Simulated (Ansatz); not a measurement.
## SrBe in Ansatz: convergence with xc grid

Input of the first run (xc grid 1); the others differ in this setting and in those tied to it:

Contents of input.yaml:

```yaml
crystal:
  lattice:
    - [3.03384472, 0.0, 0.0]
    - [-1.51692236, 2.6273866, 0.0]
    - [0.0, 0.0, 4.6997881]
  atoms:
    - { symbol: Sr, position: [0.66666667, 0.33333333, 0.0] }
    - { symbol: Be, position: [0.0, 0.0, 0.5] }
hamiltonian:
  xc: pbe
  pseudopotentials: { kind: paw_fr }
magnetization:
  noncollinear: true
  spin_orbit: true
kpoints:
  mp_grid: { grid: [8, 8, 5] }
scf:
  occupations: { method: fermi_dirac, width: 0.05 }
output:
  forces: true
  stress: true
  eigenvalues: true
basis:
  xc_grid: 1
```

Potentials or basis: Ansatz PAW.

Command:

```console
$ ansatz run input.yaml --threads 2 --pin off --max-ram 5632MiB --backend cpu --events-out ev --progress --plain --runs-dir out
```

The cell was built by a generator and needn't be a form met in nature.

Hardware: 2 threads of Arm Neoverse V2 (shared host).

| xc grid | energy less the tightest run, at zero smearing (meV/atom) | SCF cycles | CPU time (s) | peak memory (GiB) |
| --- | --- | --- | --- | --- |
| 1 | -0.02 | 8 | 4.2 | 0.35 |
| 2 | 0.00 | 8 | 4.2 | 0.35 |
| 3 | 0.00 | 8 | 4.4 | 0.36 |
| 4 | 0.00 | 8 | 4.9 | 0.39 |
| 5 | 0.00 | 8 | 5.6 | 0.43 |

Against the tightest run, the energy stays within 1 meV/atom from 1 on. The tightest run that finished is the yardstick and may itself not be fully converged.
